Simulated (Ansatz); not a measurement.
# BClH4O2Si: one species, many methods

One table from this session's results is given with a row withheld; the runs are named, their logs left out.

Program: Ansatz 0.2.0, Gaussian basis. Level of theory: functionals in def2-TZVPP, the program's frozen cores in correlated methods. These are calculated values, not measurements.

The runs, in order: LDA (SPW92), PBE-D4, revPBE-D4, BLYP-D4, r2SCAN-D4, B97M-V, PBE0-D4, B3LYP-D4, r2SCANh-D4, r2SCAN0-D4, HSE06-D4, BHLYP-D4, CAM-B3LYP-D4, LC-ωPBE, ωB97X-V, ωB97M-V, B2PLYP, PBE-QIDH; CCSD(T)/def2-SVP; CCSD(T)/def2-TZVPP; MP2/def2-QZVPP; extrapolation to the limit; RPA on PBE.

**The geometry**

The geometry comes from an earlier relaxation with PBE0-D4 in a triple-zeta def2 set; it is a stationary point, not always the lowest conformer.

9 atoms, charge 0, spin multiplicity 1.

Atoms are counted from 1 here; the program's logs count them from 0.

Bond lengths: O1–B2 1.356 Å, O1–H6 0.960 Å, B2–Cl3 1.775 Å, B2–O4 1.343 Å, O4–Si5 1.659 Å, Si5–H7 1.480 Å, Si5–H8 1.483 Å, Si5–H9 1.483 Å. Angles: B2–O1–H6 113.7°, O1–B2–Cl3 120.2°, O1–B2–O4 120.7°, Cl3–B2–O4 119.1°, B2–O4–Si5 131.7°, O4–Si5–H7 106.2°, O4–Si5–H8 110.0°, O4–Si5–H9 110.0°, H7–Si5–H8 110.2°, H7–Si5–H9 110.3°, H8–Si5–H9 110.1°.

The first run:

The input, in.yaml:

```yaml
crystal:
  periodic: [false, false, false]
  atoms:
    - {symbol: O, position_ang: [-1.488844, 0.491114, 0.723104]}
    - {symbol: B, position_ang: [-0.230047, 0.993200, 0.686034]}
    - {symbol: Cl, position_ang: [0.150735, 2.510624, 1.524862]}
    - {symbol: O, position_ang: [0.744522, 0.354718, 0.017872]}
    - {symbol: Si, position_ang: [0.741010, -1.054418, -0.858048]}
    - {symbol: H, position_ang: [-2.103899, 1.027573, 1.228082]}
    - {symbol: H, position_ang: [2.126179, -1.242952, -1.344074]}
    - {symbol: H, position_ang: [-0.193316, -0.936441, -2.003719]}
    - {symbol: H, position_ang: [0.342160, -2.189717, 0.008788]}
basis:
  gaussian: {orbitals: def2-TZVPP}
hamiltonian: {xc: lda}
output: {orbitals: {seedname: orbitals}}
```

Steps of the session up to this table: LDA; PBE-D4 (GGA); revPBE-D4 (GGA); BLYP-D4 (GGA); r2SCAN-D4 (meta-GGA); B97M-V (meta-GGA); PBE0-D4 (hybrid); B3LYP-D4 (hybrid); r2SCANh-D4 (hybrid); r2SCAN0-D4 (hybrid); HSE06-D4 (hybrid); BHLYP-D4 (hybrid); CAM-B3LYP-D4 (range-separated); LC-ωPBE-D4 (range-separated; the results give it without D4); ωB97X-V (range-separated); ωB97M-V (range-separated); B2PLYP (double hybrid); PBE-QIDH (double hybrid).

One table of the session follows, with a row left open; its other results are not shown here.

It belongs to the step «Orbital energies across the functionals». 

```
  functional  HOMO (eV)  gap (eV)
 LDA (SPW92)      -7.75      6.66
      PBE-D4      -7.61      6.77
   revPBE-D4      -7.55      6.83
     BLYP-D4      -7.45      6.71
   r2SCAN-D4          ?         ?
      B97M-V      -8.12      7.44
     PBE0-D4      -9.10      9.12
    B3LYP-D4      -8.81      8.58
  r2SCANh-D4      -8.53      8.44
  r2SCAN0-D4      -9.36      9.67
    HSE06-D4      -8.70      8.34
    BHLYP-D4     -10.45     11.24
CAM-B3LYP-D4     -10.52     11.43
     LC-ωPBE     -11.98     14.14
     ωB97X-V     -11.59     13.56
     ωB97M-V     -11.43     13.03
```

Q: Estimate the row for r2SCAN-D4 from the others.

Worked estimate for «HOMO (eV)». Against the share of exact exchange, r2SCANh-D4 (0.1, -8.53), r2SCAN0-D4 (0.25, -9.36) give a slope of -5.53 per unit share; at 0 the line stands at -7.98.

As computed: HOMO (eV): -7.99; gap (eV): 7.62. In «HOMO (eV)» the line misses by +0.01.
